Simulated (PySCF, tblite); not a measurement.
# C₄HF₄PS: geometry, infrared bands and NMR shifts

What infrared bands and NMR shifts should C₄HF₄PS (`Fc1pcsc1C(F)(F)F`) show?

Programs: tblite 0.8.0 and PySCF 2.14.0, with density-fitted response routines of our own. Each step states its level of theory. These are calculated values for one molecule in the gas phase, unless marked as measured. Atoms count from 0, in the outputs and in this text.

### Step 1. The molecule as given

11 atoms, charge 0, multiplicity 1; geometry from: force field or distance geometry start.

Bonds of the start (Å): F0–C1 1.34, C1–P2 1.89, P2–C3 1.50, C3–S4 1.56, S4–C5 1.68, C5–C6 1.49, C6–F7 1.39, C6–F8 1.37, C6–F9 1.40, C5–C1 1.52, C3–H10 1.08.

### Step 2. Relaxing the molecule with GFN2-xTB

What the job is given:

```
{"job": {"kind": "relax", "xc": "GFN2-xTB", "basis": "xTB"}, "charge": 0, "multiplicity": 1}
F     -0.647300     2.229900     0.246100
C      0.201000     1.200000     0.096000
P      2.069300     0.971400    -0.023700
C      2.442600    -0.472800    -0.183000
S      1.084400    -1.248800    -0.148700
C     -0.258400    -0.246000     0.008800
C     -1.743500    -0.335400     0.091500
F     -2.313300     0.388800    -0.951100
F     -2.237600     0.048200     1.315200
F     -2.032700    -1.669100    -0.207100
H      3.440900    -0.863500    -0.270100
```

Launch:

```bash
OMP_NUM_THREADS=1 python probes_run.py task.json out
```

One launch serves the whole session: the jobs run in the order shown.

**Question.** This job is followed by: GFN2-xTB harmonic vibrations, gas phase; GIAO PBE0/pcSseg-1 NMR shielding, non-relativistic, gas phase. Predict these results of the whole session: strongest single infrared mode (GFN2-xTB); zero-point energy (GFN2-xTB); ¹³C shifts against TMS (PBE0/pcSseg-1); ¹H shifts against TMS (PBE0/pcSseg-1); ¹⁹F shifts against CFCl3 (PBE0/pcSseg-1, means over atoms taken as alike); ³¹P shifts against H3PO4 (PBE0/pcSseg-1); ³³S shifts against CS2 (PBE0/pcSseg-1).

The runs gave:

```
                                                                 quantity                           value
                                strongest single infrared mode (GFN2-xTB)           1244 cm⁻¹, 336 km/mol
                                             zero-point energy (GFN2-xTB)                   28.4 kcal/mol
                                   ¹³C shifts against TMS (PBE0/pcSseg-1)  196.5, 169.2, 135.1, 130.4 ppm
                                    ¹H shifts against TMS (PBE0/pcSseg-1)                        8.64 ppm
¹⁹F shifts against CFCl3 (PBE0/pcSseg-1, means over atoms taken as alike)               -67.9, -105.8 ppm
                                 ³¹P shifts against H3PO4 (PBE0/pcSseg-1)                       198.8 ppm
                                   ³³S shifts against CS2 (PBE0/pcSseg-1)                         294 ppm
```

**Reading.** Relaxing lowered the energy by 4.418 eV in 29 steps; the close pair that moved most is P2–C3, from 1.500 to 1.707 Å. No mode is imaginary among the 27: a minimum at this level. The strongest single mode, at 1244 cm⁻¹, has its largest shares on C5, C6 and C1 (the list is cut at 3 atoms). Unscaled tight-binding wavenumbers are off by several per cent, some by more. Its intensities can rank the bands wrongly. At PBE0/pcSseg-1: The largest span, 566 ppm, is at P2, where the paramagnetic term is -846 ppm. NICS(1)zz of -23 ppm above the planar ring from C1 marks a diatropic (aromatic) ring current.
